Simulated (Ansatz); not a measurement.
# Phosphorus, hcp: r²SCAN0 at the r²SCAN geometry

Aim: see what exact exchange does to the levels, and what it costs. Spin polarisation is left out. The geometry was relaxed under r²SCAN beforehand and is kept. Exact exchange is dear, so the k-mesh is coarse, and r²SCAN is run on the same mesh for comparison.

Program: Ansatz 0.2.0. Level of theory: DFT, plane waves (500 eV) with PBE-made PAW files, scalar-relativistic; functionals as named at each step. These are calculated values, not measurements.

**1. The system as given**

Symmetry: P6_3/mmc, No. 194, hexagonal system. Conventional cell: a = 3.285 Å, b = 3.285 Å, c = 3.212 Å, α = 90.00°, β = 90.00°, γ = 120.00°. P (site symmetry -6m2) is surrounded by 6 P at 2.49 Å.

Structure file:

```cif
data_structure
_symmetry_space_group_name_H-M 'P6_3/mmc'
_symmetry_Int_Tables_number 194
_cell_length_a 3.2849
_cell_length_b 3.2849
_cell_length_c 3.2120
_cell_angle_alpha 90.000
_cell_angle_beta 90.000
_cell_angle_gamma 120.000
_cell_volume 30.02
loop_
_atom_site_label
_atom_site_type_symbol
_atom_site_symmetry_multiplicity
_atom_site_Wyckoff_symbol
_atom_site_fract_x
_atom_site_fract_y
_atom_site_fract_z
_atom_site_occupancy
P1 P 2 c 0.33333 0.66667 0.25000 1
```

**2. r²SCAN on the coarse mesh**

The run with r²SCAN.

input.yaml reads:

```yaml
crystal:
  lattice:
    - [3.2849270082, 0.0, 0.0]
    - [-1.6424635041, 2.8448302387, 0.0]
    - [0.0, 0.0, 3.2119763368]
  atoms:
    - { symbol: P, position: [0.3333333333, 0.6666666667, 0.25] }
    - { symbol: P, position: [0.6666666667, 0.3333333333, 0.75] }
hamiltonian:
  xc: r2scan
  pseudopotentials:
    kind: paw
    azcp:
      P: "pseudopotentials/P.paw.azcp"
basis:
  ecutwfc: 500
  fft_grid_basis: typed
kpoints:
  mp_grid: { grid: [6, 6, 5], shift: [0, 0, 0] }
magnetization:
  spin_polarized: false
scf:
  occupations: { method: fermi_dirac, width: 0.1 }
```

Started as:

```console
> ansatz run input.yaml --threads 4 --pin off --max-ram 8192MiB --backend cpu --events-out ev --progress --plain --runs-dir out
```

**3. r²SCAN0, coarse mesh**

The run with r²SCAN0.

input.yaml: that of step 2 with these lines changed.

```diff
@@ -9,3 +9,3 @@
 hamiltonian:
-  xc: r2scan
+  xc: r2scan0
   pseudopotentials:
@@ -23 +23,6 @@
   occupations: { method: fermi_dirac, width: 0.1 }
+output:
+  write_density: true
+  write_potential: true
+  elf: true
+  volumetric_format: npy
```

(Steps that only read results are left out.)

**Question.** What will these runs give? Wanted: r²SCAN: gap; r²SCAN0: gap; r²SCAN0: relative to black phosphorus.

As calculated:

| quantity | value |
| --- | --- |
| r²SCAN: gap | none (levels filled in part) |
| r²SCAN0: gap | none (levels filled in part) |
| r²SCAN0: SCF cycles, exchange loops | 17, 3 |
| r²SCAN0: CPU time over that of r²SCAN | 27 |
| r²SCAN0: relative to black phosphorus | +627 meV/atom |

In words: Neither r²SCAN nor r²SCAN0 shows a clean gap on this mesh. The hybrid took 27 times as much CPU time as r²SCAN on the same settings. The exchange operator of r²SCAN0 was renewed in 3 outer loops. The dense-mesh value adds +25.9 meV/atom, the change that r²SCAN shows between the coarse mesh and its own dense run (not shown). Under r²SCAN0 it lies 627 meV/atom above black phosphorus (computed apart in the same way); on such meshes a few tens of meV are uncertain for metals. The total energies in the logs cannot be compared from one functional to another.
